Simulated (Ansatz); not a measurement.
# H8OSi3: a dynamics run in two tries

Wanted: a short trajectory, and a check that the input is sound. SMILES of the start: O[SiH]([SiH3])[SiH3].

Program: Ansatz 0.2.0. Level of theory: RHF/6-31G. These are calculated values, not measurements.

## (1) Starting point

Bond lengths: Si1–O2 1.723 Å, O2–H3 0.945 Å, Si1–H4 1.488 Å, Si1–Si5 2.381 Å, Si5–H6 1.495 Å, Si5–H7 1.492 Å, Si5–H8 1.495 Å, Si1–Si9 2.381 Å, Si9–H10 1.496 Å, Si9–H11 1.495 Å, Si9–H12 1.492 Å. Angles (14 of 19 angles, heavy atoms first): O2–Si1–Si5 110.4°, O2–Si1–Si9 110.4°, Si5–Si1–Si9 112.6°, Si1–O2–H3 129.2°, O2–Si1–H4 104.9°, H4–Si1–Si5 109.0°, H4–Si1–Si9 109.2°, Si1–Si5–H6 110.3°, Si1–Si5–H7 111.1°, Si1–Si5–H8 109.1°, Si1–Si9–H10 110.2°, Si1–Si9–H11 109.2°, Si1–Si9–H12 111.1°, H6–Si5–H7 108.9°.

As a file:

```xyz
12

Si   -0.0151   -0.0033   -0.0041
O     0.0852   -0.1325    1.7113
H    -0.6099   -0.2239    2.3452
H     1.3957    0.1168   -0.4608
Si   -1.2018    1.9662   -0.6212
H    -2.6137    1.8949   -0.1336
H    -0.5551    3.1829   -0.0499
H    -1.2250    2.0778   -2.1115
Si   -0.9731   -1.9759   -0.9313
H    -2.3680   -2.1610   -0.4248
H    -1.0277   -1.8428   -2.4194
H    -0.1673   -3.1806   -0.5776
```

## (2) First attempt

The input, input.yaml:

```yaml
crystal:
  periodic: [false, false, false]
  atoms:
    - { symbol: Si, position_ang: [-0.015141, -0.003294, -0.004066] }
    - { symbol: O, position_ang: [0.085188, -0.132451, 1.711257] }
    - { symbol: H, position_ang: [-0.609863, -0.223882, 2.345213] }
    - { symbol: H, position_ang: [1.395702, 0.116757, -0.460771] }
    - { symbol: Si, position_ang: [-1.201829, 1.966235, -0.621236] }
    - { symbol: H, position_ang: [-2.613703, 1.894917, -0.133645] }
    - { symbol: H, position_ang: [-0.555094, 3.182875, -0.049879] }
    - { symbol: H, position_ang: [-1.224981, 2.077777, -2.111544] }
    - { symbol: Si, position_ang: [-0.973071, -1.975864, -0.931314] }
    - { symbol: H, position_ang: [-2.368014, -2.160995, -0.424787] }
    - { symbol: H, position_ang: [-1.027749, -1.842799, -2.419364] }
    - { symbol: H, position_ang: [-0.167345, -3.180574, -0.577564] }
basis:
  gaussian: { orbitals: "6-31G" }
hamiltonian:
  xc: hf
md:
  timestep: 0.5
  n_steps: 25
  ensemble: nve
  temperature: 300.0
  initial_velocities: maxwell_boltzmann
  seed: 444372
  dt: 0.5
```

Started as:

```bash
ansatz run input.yaml --threads 1 --pin off --max-ram 2048MiB --backend cpu --events-out ev --progress --plain --runs-dir out
```

**Question.** What will these runs give? Wanted: first try.

**Answer**, as computed:

| quantity | value |
| --- | --- |
| first try | refused |
| cause | one key bears a name from other programs (dt, n_images) that this one doesn't know |

The fault in the first input was caught at the input check and cost nothing.
